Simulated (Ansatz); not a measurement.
# CH₆GaNS: a ladder of functionals and wavefunction methods

How much do the methods differ for CH₆GaNS? The plan is to run it at one geometry with functionals of several rungs and with coupled cluster. The yardstick is the atomisation energy at the CCSD(T) limit.

Method: functionals in def2-TZVPP, the program's frozen cores in correlated methods; program: Ansatz 0.2.0, Gaussian basis.

Levels to be run: PBE-D4, r2SCAN-D4, PBE0-D4, B3LYP-D4, ωB97X-V, ωB97M-V, B2PLYP; CCSD(T)/def2-TZVPP; MP2/def2-QZVPP; extrapolation to the limit.

**1. The geometry**

All runs share one geometry, relaxed beforehand with PBE0-D4/def2-TZVP.

SMILES `C[NH][GaH][SH]`, 10 atoms, charge 0, spin multiplicity 1.

Atoms are counted from 1 here; the program's logs count them from 0.

Bond lengths: C1–N2 1.444 Å, C1–H5 1.097 Å, C1–H6 1.097 Å, C1–H7 1.093 Å, N2–Ga3 1.811 Å, N2–H8 1.007 Å, Ga3–S4 2.206 Å, Ga3–H9 1.554 Å, S4–H10 1.343 Å. Angles: N2–C1–H5 112.4°, N2–C1–H6 112.3°, N2–C1–H7 109.9°, H5–C1–H6 107.8°, H5–C1–H7 107.1°, H6–C1–H7 107.1°, C1–N2–Ga3 126.6°, C1–N2–H8 113.5°, Ga3–N2–H8 120.0°, N2–Ga3–S4 118.0°, N2–Ga3–H9 121.1°, S4–Ga3–H9 120.8°, Ga3–S4–H10 94.6°.

**2. PBE-D4 (GGA)**

The input, in.yaml:

```yaml
crystal:
  periodic: [false, false, false]
  atoms:
    - {symbol: C, position_ang: [-0.649595, 1.282189, 0.785315]}
    - {symbol: N, position_ang: [0.084845, 0.431452, -0.121749]}
    - {symbol: Ga, position_ang: [0.140903, -1.378683, -0.097236]}
    - {symbol: S, position_ang: [1.359928, -2.398579, -1.626565]}
    - {symbol: H, position_ang: [-1.398341, 1.895136, 0.268618]}
    - {symbol: H, position_ang: [0.006971, 1.958495, 1.346343]}
    - {symbol: H, position_ang: [-1.183821, 0.672369, 1.517878]}
    - {symbol: H, position_ang: [0.600676, 0.941245, -0.820596]}
    - {symbol: H, position_ang: [-0.645049, -2.192200, 0.967712]}
    - {symbol: H, position_ang: [1.766484, -1.262423, -2.216716]}
basis:
  gaussian: {orbitals: def2-TZVPP}
hamiltonian: {xc: pbe, dispersion: d4}
output: {forces: true, orbitals: {seedname: orbitals}}
```

Launch:

```console
> ansatz run in.yaml --threads 4 --pin off --events-out ev --progress --plain --max-ram 10444MiB
```

Further steps of the session: r2SCAN-D4 (meta-GGA); PBE0-D4 (hybrid); B3LYP-D4 (hybrid); ωB97X-V (range-separated); ωB97M-V (range-separated); B2PLYP (double hybrid); CCSD(T) in def2-TZVPP; MP2 in def2-QZVPP.

Q: Predict the results of all the runs planned. Wanted: atomisation energy, CCSD(T)/CBS; farthest; mean size of error, hybrid; mean size of error, range-separated; gap, smallest and largest; T1 diagnostic; triples share of the correlation energy.

**Answer**, as computed:

| quantity | value |
| --- | --- |
| atomisation energy, CCSD(T)/CBS | 774.7 kcal/mol |
| functionals within 7.7 kcal/mol (1.0 %) | r2SCAN-D4, PBE0-D4, B3LYP-D4, ωB97X-V, ωB97M-V |
| farthest | B2PLYP (-12.3 kcal/mol) |
| mean size of error, hybrid | 4.0 kcal/mol |
| mean size of error, range-separated | 1.6 kcal/mol |
| gap, smallest and largest | 4.24 eV (PBE-D4), 10.51 eV (ωB97X-V) |
| T1 diagnostic | 0.0133 |
| triples share of the correlation energy | 4.0 % |

PBE-D4 is off by +8.2 kcal/mol, about 0.9 kcal/mol a bond. Double hybrids carry the basis error of their MP2 part in triple zeta, and no dispersion term here, so their miss is partly the set-up's. The reference freezes the cores and leaves out relativity and excitations past (T), and its outer-core shells are covered unevenly, so misses under about 7.7 kcal/mol can't be ranked. Hartree-Fock recovers 70 % of the binding; the rest is correlation. Orbital gaps span 4.2 to 10.5 eV; exact exchange widens them. Correlated methods include outer-core shells of Ga, which these sets cover unevenly.
